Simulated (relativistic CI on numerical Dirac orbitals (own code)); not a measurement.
# Cu²¹⁺: one ion under different settings

Aim: see what numerical and physical settings do to the SCF, the total energy and the lowest levels of Cu²¹⁺.

Method: Dirac-Coulomb-Breit CI, KLI orbitals optimised for each configuration, model QED (radiative potential, 1s self-energy scaled to tabulated hydrogen-like ionisation energies), numerical settings as typed. Code: relativistic CI on numerical Dirac orbitals (own code) version 3.

## Step 1: What is computed

| Quantity | Value |
| --- | --- |
| ion | Cu²¹⁺ (Cu XXII) |
| nuclear charge | 29 |
| electrons | 8 |
| isotope | A = 63 |

## Step 2: An attempt

The run's settings:

```ini
atom Cu  Z=29  charge=21  electrons=8
nucleus A=63  rms_radius_fm=3.8823
hamiltonian dirac-coulomb  breit=on  qed=on  c_scale=1
orbitals kli  potential=per-configuration
slater_scale 1
correlation none
mixing on
grid step=0.0125 r_max=5.1
scf mixing=0.4 start=green max_iterations=65 tolerance=2e-08 node_fill=0.05
configurations
  [He] 2s2 2p4 3s
end
```

On the command line:

```
python run_levels.py task.json out
```

task.json lists these runs, among others, and the program works through them in turn.

Main fields of the result record, rounded:

```text
status: refused
warnings: ["configuration [He] 2s2 2p4 3s has 9 electrons, the ion has 8"]
```

Run time: 0.00028 s. Hardware: 1 thread, shared host.

Diagnosis: the program refused the input. The electrons of a configuration don't add up to Z less the charge. The input had one electron too many in the last configuration. The cure is to make charge and configurations agree.

## Step 3: With the usual settings

Settings: those of step 2 with these lines changed.

```diff
@@ -8,5 +8,5 @@
 grid step=0.0125 r_max=5.1
-scf mixing=0.4 start=green max_iterations=65 tolerance=2e-08 node_fill=0.05
+scf mixing=0.4 start=green max_iterations=150 tolerance=2e-08 node_fill=0.05
 configurations
-  [He] 2s2 2p4 3s
+  [He] 2s2 2p4
 end
```

Main fields:

```text
status: converged
levels [i, E_cm, J2, conf, term, w_term, w_jj]:
  - [0, 0, 4, "2p4", "3P", 0.8656, 0.9434]
  - [1, 111342.78, 0, "2p4", "3P", 0.7366, 0.8364]
  - [2, 151580.28, 2, "2p4", "3P", 1, 1]
  - [3, 239762.32, 4, "2p4", "1D", 0.8656, 0.9434]
  - [4, 485275.18, 0, "2p4", "1S", 0.7366, 0.8364]
total_energy [Ha]: -1328.077558
n_levels_all: 5
overlap: 2.85643e-14
scf_iterations: [9]
orbital_energies [Ha]: {"1s": -366.599, "2s": -75.3368, "2p1/2": -71.4248, "2p3/2": -70.5811}
configurations [conf, odd, states, E_av_Ha, breit_Ha, qed_Ha]:
  - ["2p4", 0, 15, -1328.384997, 0.5389, 0.4521]
scf_steps of the first configuration [iteration, E_Ha, residual, outer_eigenvalue_Ha]:
  - [1, -1321.617421, 2.28, -91.97]
  - [2, -1326.083308, 1.32, -82.62]
  - [3, -1328.381324, 0.0414, -70.5]
  - [4, -1328.384904, 0.0129, -70.7]
  - [5, -1328.384997, 0.000114, -70.58]
  - [6, -1328.384997, 5.27e-05, -70.58]
  - [7, -1328.384997, 8.06e-07, -70.58]
  - [8, -1328.384997, 5.06e-08, -70.58]
  - [9, -1328.384997, 4.4e-09, -70.58]
```

Wall time 0.024 s (1 thread, shared host).

## Step 4: Nuclear radius 4.2705, start potential bare

The run's settings:

```ini
atom Cu  Z=29  charge=21  electrons=8
nucleus A=63  rms_radius_fm=4.2705
hamiltonian dirac-coulomb  breit=on  qed=on  c_scale=1
orbitals kli  potential=per-configuration
slater_scale 1
correlation none
mixing on
grid step=0.0125 r_max=5.1
scf mixing=0.4 start=bare max_iterations=150 tolerance=2e-08 node_fill=0.05
configurations
  [He] 2s2 2p4
end
```

Main fields:

```text
status: converged
levels [i, E_cm, J2, conf, term, w_term]:
  - [0, 0, 4, "2p4", "3P", 0.8656]
  - [1, 111342.77, 0, "2p4", "3P", 0.7366]
  - [2, 151580.22, 2, "2p4", "3P", 1]
  - [3, 239762.27, 4, "2p4", "1D", 0.8656]
  - [4, 485275.09, 0, "2p4", "1S", 0.7366]
total_energy [Ha]: -1328.0760958
n_levels_all: 5
overlap: 2.88853e-14
scf_iterations: [9]
orbital_energies [Ha]: {"1s": -366.598, "2s": -75.3367, "2p1/2": -71.4248, "2p3/2": -70.5811}
configurations [conf, odd, states, E_av_Ha, breit_Ha, qed_Ha]:
  - ["2p4", 0, 15, -1328.383525, 0.5389, 0.4521]
scf_steps of the first configuration [iteration, E_Ha, residual, outer_eigenvalue_Ha]:
  - [1, -1320.330456, 3.36, -105.4]
  - [2, -1325.593922, 2.04, -90.58]
  - [3, -1328.361251, 0.112, -69.97]
  - [4, -1328.382534, 0.0266, -70.78]
  - [5, -1328.383525, 0.000344, -70.58]
  - [6, -1328.383525, 4.2e-05, -70.58]
  - [7, -1328.383525, 7.22e-07, -70.58]
  - [8, -1328.383525, 3e-08, -70.58]
  - [9, -1328.383525, 1.51e-09, -70.58]
```

It took 0.024 s on 1 thread, shared host.

The changed nuclear radius is not that of the isotope named.

## Step 5: Slater scale 1.2

The run's settings:

```ini
atom Cu  Z=29  charge=21  electrons=8
nucleus A=63  rms_radius_fm=3.8823
hamiltonian dirac-coulomb  breit=on  qed=on  c_scale=1
orbitals kli  potential=per-configuration
slater_scale 1.2
correlation none
mixing on
grid step=0.0125 r_max=5.1
scf mixing=0.4 start=green max_iterations=150 tolerance=2e-08 node_fill=0.05
configurations
  [He] 2s2 2p4
end
```

Main fields:

```text
status: converged
levels [i, E_cm, J2, conf, term, w_term]:
  - [0, 0, 4, "2p4", "3P", 0.886]
  - [1, 122199.5, 0, "2p4", "3P", 0.7906]
  - [2, 148688.71, 2, "2p4", "3P", 1]
  - [3, 257274.47, 4, "2p4", "1D", 0.886]
  - [4, 526873.53, 0, "2p4", "1S", 0.7906]
total_energy [Ha]: -1328.117454
n_levels_all: 5
overlap: 2.85643e-14
scf_iterations: [9]
orbital_energies [Ha]: {"1s": -366.599, "2s": -75.3368, "2p1/2": -71.4248, "2p3/2": -70.5811}
configurations [conf, odd, states, E_av_Ha, breit_Ha, qed_Ha]:
  - ["2p4", 0, 15, -1328.384997, 0.5389, 0.4521]
scf_steps of the first configuration [iteration, E_Ha, residual, outer_eigenvalue_Ha]:
  - [1, -1321.617421, 2.28, -91.97]
  - [2, -1326.083308, 1.32, -82.62]
  - [3, -1328.381324, 0.0414, -70.5]
  - [4, -1328.384904, 0.0129, -70.7]
  - [5, -1328.384997, 0.000114, -70.58]
  - [6, -1328.384997, 5.27e-05, -70.58]
  - [7, -1328.384997, 8.06e-07, -70.58]
  - [8, -1328.384997, 5.06e-08, -70.58]
  - [9, -1328.384997, 4.4e-09, -70.58]
```

It took 0.024 s on 1 thread, shared host.

## Step 6: Tolerance 1e-06

The run's settings:

```ini
atom Cu  Z=29  charge=21  electrons=8
nucleus A=63  rms_radius_fm=3.8823
hamiltonian dirac-coulomb  breit=on  qed=on  c_scale=1
orbitals kli  potential=per-configuration
slater_scale 1
correlation none
mixing on
grid step=0.0125 r_max=5.1
scf mixing=0.4 start=green max_iterations=150 tolerance=1e-06 node_fill=0.05
configurations
  [He] 2s2 2p4
end
```

Main fields:

```text
status: converged
levels [i, E_cm, J2, conf, term, w_term]:
  - [0, 0, 4, "2p4", "3P", 0.8656]
  - [1, 111342.78, 0, "2p4", "3P", 0.7366]
  - [2, 151580.28, 2, "2p4", "3P", 1]
  - [3, 239762.32, 4, "2p4", "1D", 0.8656]
  - [4, 485275.19, 0, "2p4", "1S", 0.7366]
total_energy [Ha]: -1328.077558
n_levels_all: 5
overlap: 2.84665e-14
scf_iterations: [7]
orbital_energies [Ha]: {"1s": -366.599, "2s": -75.3368, "2p1/2": -71.4248, "2p3/2": -70.5811}
configurations [conf, odd, states, E_av_Ha, breit_Ha, qed_Ha]:
  - ["2p4", 0, 15, -1328.384997, 0.5389, 0.4521]
scf_steps of the first configuration [iteration, E_Ha, residual, outer_eigenvalue_Ha]:
  - [1, -1321.617421, 2.28, -91.97]
  - [2, -1326.083308, 1.32, -82.62]
  - [3, -1328.381324, 0.0414, -70.5]
  - [4, -1328.384904, 0.0129, -70.7]
  - [5, -1328.384997, 0.000114, -70.58]
  - [6, -1328.384997, 5.27e-05, -70.58]
  - [7, -1328.384997, 8.06e-07, -70.58]
```

Wall time 0.024 s (1 thread, shared host).

## Step 7: Potential mixing 0.9

Settings: those of step 6 with these lines changed.

```diff
@@ -8,3 +8,3 @@
 grid step=0.0125 r_max=5.1
-scf mixing=0.4 start=green max_iterations=150 tolerance=1e-06 node_fill=0.05
+scf mixing=0.9 start=green max_iterations=150 tolerance=2e-08 node_fill=0.05
 configurations
```

Main fields:

```text
status: converged
levels [i, E_cm, J2, conf, term, w_term]:
  - [0, 0, 4, "2p4", "3P", 0.8656]
  - [1, 111342.78, 0, "2p4", "3P", 0.7366]
  - [2, 151580.28, 2, "2p4", "3P", 1]
  - [3, 239762.32, 4, "2p4", "1D", 0.8656]
  - [4, 485275.18, 0, "2p4", "1S", 0.7366]
total_energy [Ha]: -1328.077558
n_levels_all: 5
overlap: 2.80324e-14
scf_iterations: [6]
orbital_energies [Ha]: {"1s": -366.599, "2s": -75.3368, "2p1/2": -71.4248, "2p3/2": -70.5811}
configurations [conf, odd, states, E_av_Ha, breit_Ha, qed_Ha]:
  - ["2p4", 0, 15, -1328.384997, 0.5389, 0.4521]
scf_steps of the first configuration [iteration, E_Ha, residual, outer_eigenvalue_Ha]:
  - [1, -1321.617421, 2.28, -91.97]
  - [2, -1328.381904, 0.103, -71.52]
  - [3, -1328.385002, 0.00303, -70.61]
  - [4, -1328.384997, 6.52e-05, -70.58]
  - [5, -1328.384997, 2.33e-06, -70.58]
  - [6, -1328.384997, 1.59e-08, -70.58]
```

Run time: 0.022 s. Hardware: 1 thread, shared host.

## Step 8: Potential mixing 1.8

Settings: those of step 7 with these lines changed.

```diff
@@ -8,3 +8,3 @@
 grid step=0.0125 r_max=5.1
-scf mixing=0.9 start=green max_iterations=150 tolerance=2e-08 node_fill=0.05
+scf mixing=1.8 start=green max_iterations=76 tolerance=2e-08 node_fill=0.05
 configurations
```

Main fields:

```text
status: converged
levels [i, E_cm, J2, conf, term, w_term]:
  - [0, 0, 4, "2p4", "3P", 0.8656]
  - [1, 111342.78, 0, "2p4", "3P", 0.7366]
  - [2, 151580.28, 2, "2p4", "3P", 1]
  - [3, 239762.32, 4, "2p4", "1D", 0.8656]
  - [4, 485275.18, 0, "2p4", "1S", 0.7366]
total_energy [Ha]: -1328.077558
n_levels_all: 5
overlap: 2.77649e-14
scf_iterations: [10]
orbital_energies [Ha]: {"1s": -366.599, "2s": -75.3368, "2p1/2": -71.4248, "2p3/2": -70.5811}
configurations [conf, odd, states, E_av_Ha, breit_Ha, qed_Ha]:
  - ["2p4", 0, 15, -1328.384997, 0.5389, 0.4521]
scf_steps of the first configuration [iteration, E_Ha, residual, outer_eigenvalue_Ha]:
  - [1, -1321.617421, 2.28, -91.97]
  - [2, -1319.581459, 2.4, -53.58]
  - [3, -1328.373321, 0.0721, -70.88]
  - [4, -1328.384904, 0.01, -70.67]
  - [5, -1328.384994, 0.000962, -70.57]
  - [6, -1328.384997, 6.11e-05, -70.58]
  - [7, -1328.384997, 1.67e-05, -70.58]
  - [8, -1328.384997, 2.58e-08, -70.58]
  - [9, -1328.384997, 2.3e-08, -70.58]
  - [10, -1328.384997, 4.03e-11, -70.58]
```

Wall time 0.024 s (1 thread, shared host).

The value lies outside the usual range, yet the result is unchanged in this case.

## Step 9: Comparison

| setting | total energy less usual (Ha) | largest shift of a level among the lowest eight of both runs, same label and place (cm⁻¹) | SCF iterations | time | lowest level | kind of change |
| --- | --- | --- | --- | --- | --- | --- |
| usual | 0 | 0 | 9 | 0.024 s | 2p4 3P2 | - |
| nuclear radius 4.2705, start potential bare | 0.00146 | 0.0870 | 9 | 0.024 s | 2p4 3P2 | unphysical constant |
| Slater scale 1.2 | -0.0399 | 41600 | 9 | 0.024 s | 2p4 3P2 | model term |
| tolerance 1e-06 | 0 | 0.00613 | 7 | 0.024 s | 2p4 3P2 | numerical |
| potential mixing 0.9 | 0 | 0 | 6 | 0.022 s | 2p4 3P2 | numerical |
| potential mixing 1.8 | 0 | 0 | 10 | 0.024 s | 2p4 3P2 | extreme, harmless here |

## Step 10: Outcome

```
                    quantity          value
lowest level, usual settings        2p4 3P2
                total energy  -1328.0776 Ha
            first excitation    111343 cm⁻¹
       runs without a result              1
```

**Reading.** Among the runs whose levels can be followed, they move most under «Slater scale 1.2» (model term), by up to 41600 cm⁻¹. No visible change in the result comes from «tolerance 1e-06» or «potential mixing 0.9» or «potential mixing 1.8». Only the listed configurations are in the model.
